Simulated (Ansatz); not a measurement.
**C₂H₈AlCl₂N: one species, many methods**

One table from this session's results is given with a row withheld; the runs are named, their logs left out.

Method: functionals in def2-TZVPP, the program's frozen cores in correlated methods; program: Ansatz 0.2.0, Gaussian basis.

Levels to be run: LDA (SPW92), PBE-D4, revPBE-D4, BLYP-D4, r2SCAN-D4, B97M-V, PBE0-D4, B3LYP-D4, r2SCANh-D4, r2SCAN0-D4, HSE06-D4, BHLYP-D4, CAM-B3LYP-D4, LC-ωPBE, ωB97X-V, ωB97M-V, B2PLYP, PBE-QIDH; CCSD(T)/def2-SVP; MP2/def2-TZVPP; MP2/def2-QZVPP; RPA on PBE.

**The geometry**

All runs share one geometry, relaxed beforehand with PBE0-D4 in a triple-zeta def2 set.

SMILES `C[NH2+][Al-]([CH3])([Cl])[Cl]`, 14 atoms, charge 0, spin multiplicity 1.

Atoms are counted from 1 here; the program's logs count them from 0.

Bond lengths: C1–N2 1.473 Å, C1–H7 1.089 Å, C1–H8 1.091 Å, C1–H9 1.089 Å, N2–Al3 2.015 Å, N2–H10 1.017 Å, N2–H11 1.017 Å, Al3–C4 1.946 Å, Al3–Cl5 2.139 Å, Al3–Cl6 2.140 Å, C4–H12 1.094 Å, C4–H13 1.094 Å, C4–H14 1.095 Å. Angles: N2–C1–H7 108.5°, N2–C1–H8 111.8°, N2–C1–H9 109.0°, H7–C1–H8 109.6°, H7–C1–H9 108.6°, H8–C1–H9 109.4°, C1–N2–Al3 115.7°, C1–N2–H10 110.2°, C1–N2–H11 110.9°, Al3–N2–H10 105.2°, Al3–N2–H11 108.4°, H10–N2–H11 105.9°, N2–Al3–C4 107.6°, N2–Al3–Cl5 97.4°, N2–Al3–Cl6 98.4°, C4–Al3–Cl5 117.6°, C4–Al3–Cl6 117.5°, Cl5–Al3–Cl6 113.9° and more.

Set-up of the first run:

The input, in.yaml:

```yaml
crystal:
  periodic: [false, false, false]
  atoms:
    - {symbol: C, position_ang: [-1.302983, 0.027678, -1.250523]}
    - {symbol: N, position_ang: [-0.130317, 0.841748, -0.886220]}
    - {symbol: Al, position_ang: [0.604344, 0.538791, 0.965046]}
    - {symbol: C, position_ang: [0.960100, -1.364855, 1.151791]}
    - {symbol: Cl, position_ang: [2.287447, 1.849577, 0.809521]}
    - {symbol: Cl, position_ang: [-1.027035, 1.353645, 2.084848]}
    - {symbol: H, position_ang: [-2.086786, 0.202253, -0.514575]}
    - {symbol: H, position_ang: [-1.674358, 0.275052, -2.246111]}
    - {symbol: H, position_ang: [-1.026277, -1.025257, -1.219342]}
    - {symbol: H, position_ang: [-0.364977, 1.831050, -0.921325]}
    - {symbol: H, position_ang: [0.623490, 0.710398, -1.555517]}
    - {symbol: H, position_ang: [0.044755, -1.963943, 1.135089]}
    - {symbol: H, position_ang: [1.452987, -1.565428, 2.107648]}
    - {symbol: H, position_ang: [1.626810, -1.740011, 0.368670]}
basis:
  gaussian: {orbitals: def2-TZVPP}
hamiltonian: {xc: lda}
output: {orbitals: {seedname: orbitals}}
```

Started as:

```bash
$ ansatz run in.yaml --threads 4 --pin off --events-out ev --progress --plain --max-ram 11315MiB
```

Among the steps run: LDA; PBE-D4 (GGA); revPBE-D4 (GGA); BLYP-D4 (GGA); r2SCAN-D4 (meta-GGA); B97M-V (meta-GGA); PBE0-D4 (hybrid); B3LYP-D4 (hybrid); r2SCANh-D4 (hybrid); r2SCAN0-D4 (hybrid); HSE06-D4 (hybrid); BHLYP-D4 (hybrid); CAM-B3LYP-D4 (range-separated); LC-ωPBE (range-separated); ωB97X-V (range-separated); ωB97M-V (range-separated); B2PLYP (double hybrid); PBE-QIDH (double hybrid).

One table of the session follows, with a row left open; its other results are not shown here.

It belongs to the step «Orbital energies across the functionals». 

```
  functional  HOMO (eV)  gap (eV)
 LDA (SPW92)      -6.70      5.65
      PBE-D4      -6.56      5.69
   revPBE-D4      -6.50      5.72
     BLYP-D4      -6.42      5.53
   r2SCAN-D4      -6.86      6.63
      B97M-V      -6.94      6.24
     PBE0-D4      -7.88      7.83
    B3LYP-D4      -7.64      7.24
  r2SCANh-D4      -7.35      7.36
  r2SCAN0-D4          ?         ?
    HSE06-D4      -7.47      7.05
    BHLYP-D4      -9.09      9.65
CAM-B3LYP-D4      -9.25      9.96
     LC-ωPBE     -10.64     12.68
     ωB97X-V     -10.27     12.08
     ωB97M-V     -10.11     11.48
```

Estimate the missing values for r2SCAN0-D4.

Worked estimate for «HOMO (eV)». Against the share of exact exchange, r2SCAN-D4 (0, -6.86), r2SCANh-D4 (0.1, -7.35) give a slope of -4.90 per unit share; at 0.25 the line stands at -8.08.

The run gave: HOMO (eV): -8.08; gap (eV): 8.45. In «HOMO (eV)» the line misses by 0.00.
